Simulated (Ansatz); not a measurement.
**ZrSnO4: the band gap up the ladder of functionals**

The task here is to estimate one member of a computed series from the others.

The runs shown are made with Ansatz 0.2.0. PAW datasets, plane waves. No spin polarisation and no zero-point or thermal motion; the cell was built from a prototype and may be hypothetical.

## The system as given

The cell was relaxed beforehand with r2SCAN.

It is orthorhombic, Cmmm (No. 65); conventional cell a = 6.799 Å, b = 6.866 Å, c = 3.218 Å, 12.52 Å³ an atom. Near Zr stand 6 O at 2.09–2.11 Å; near Sn stand 6 O at 2.06–2.08 Å; near O stand 2 Sn at 2.08 Å and 1 Zr at 2.11 Å; near O stand 1 Sn at 2.06 Å and 2 Zr at 2.09 Å.

As a file:

```cif
data_structure
_symmetry_space_group_name_H-M 'P 1'
_symmetry_Int_Tables_number 1
_cell_length_a 4.8314
_cell_length_b 4.8314
_cell_length_c 3.2180
_cell_angle_alpha 90.000
_cell_angle_beta 90.000
_cell_angle_gamma 89.432
_cell_volume 75.11
loop_
_atom_site_label
_atom_site_type_symbol
_atom_site_fract_x
_atom_site_fract_y
_atom_site_fract_z
_atom_site_occupancy
Zr1 Zr 0.50000 0.50000 0.50000 1
Sn1 Sn 0.00000 0.00000 0.00000 1
O1 O 0.19244 0.19244 0.50000 1
O2 O 0.80756 0.80756 0.50000 1
O3 O 0.69652 0.30348 0.00000 1
O4 O 0.30348 0.69652 0.00000 1
```

Set-up of the first run:

Input file input.yaml:

```yaml
crystal:
  lattice:
    - [3.433168576, -3.3993147355, 0.0]
    - [3.433168576, 3.3993147355, 0.0]
    - [0.0, 0.0, 3.2179572795]
  atoms:
    - { symbol: Zr, position: [0.5, 0.5, 0.5] }
    - { symbol: Sn, position: [0.0, 0.0, 0.0] }
    - { symbol: O, position: [0.1924356542, 0.1924356542, 0.5] }
    - { symbol: O, position: [0.8075643458, 0.8075643458, 0.5] }
    - { symbol: O, position: [0.6965230309, 0.3034769691, 0.0] }
    - { symbol: O, position: [0.3034769691, 0.6965230309, 0.0] }
kpoints:
  mp_grid: { grid: [6, 6, 8] }
  band_path:
    path:
      - [[0.0, 0.0, 0.0], [0.5, 0.5, 0.0], [0.5049060986259, 0.4950939013741, 0.0]]
      - [[0.4950939013741, -0.4950939013741, 0.0], [0.0, 0.0, 0.0], [0.0, 0.0, 0.5], [0.4950939013741, -0.4950939013741, 0.5]]
      - [[0.5049060986259, 0.4950939013741, 0.5], [0.5, 0.5, 0.5], [0.5, 0.5, 0.0]]
      - [[0.0, 0.0, 0.0], [0.5, 6.383670461901e-18, 0.0], [0.5, 6.383670461901e-18, 0.5], [0.0, 0.0, 0.5], [0.5, 0.5, 0.5]]
    npoints: 10
hamiltonian:
  xc: pbe
scf:
  occupations: { method: fermi_dirac, width: 0.02 }
  n_extra_bands: 5
output:
  forces: true
  stress: true
  eigenvalues: true
  write_density: true
  write_potential: true
  elf: true
  volumetric_format: npy
```

On the command line:

```sh
$ ansatz run input.yaml --threads 2 --pin off --max-ram 29491MiB --backend cpu --events-out ev --progress --plain --runs-dir out
```

Among the steps run: PBE bands along the symmetry lines; r2SCAN at the same geometry; HSE06 at the same geometry; PBE+SOC at the same geometry; PBE0.

One table of the session follows, with a row left open; its other results are not shown here.

```
  level  gap (eV)
    PBE      2.24
 r2SCAN      2.84
  HSE06      3.89
PBE+SOC      2.25
   PBE0         ?
```

Estimate the missing values for PBE0.

The run gave: gap (eV): 4.64. In the column «gap (eV)» it is the highest.

Meshes: PBE 6×6×8, r2SCAN 6×6×8, HSE06 4×4×4, PBE+SOC 6×6×8, PBE0 4×4×4

PBE gives the least gap, 2.24 eV, and PBE0 the largest, 4.64 eV. PBE reaches 58 % of the HSE06 value, and r2SCAN 73 %. PBE0 lies 0.75 eV above HSE06, which differs from it by screening the long-range exchange.

Limits of these values: Warnings in the runs' records: stress scf threshold loose, stress exchange threshold loose.
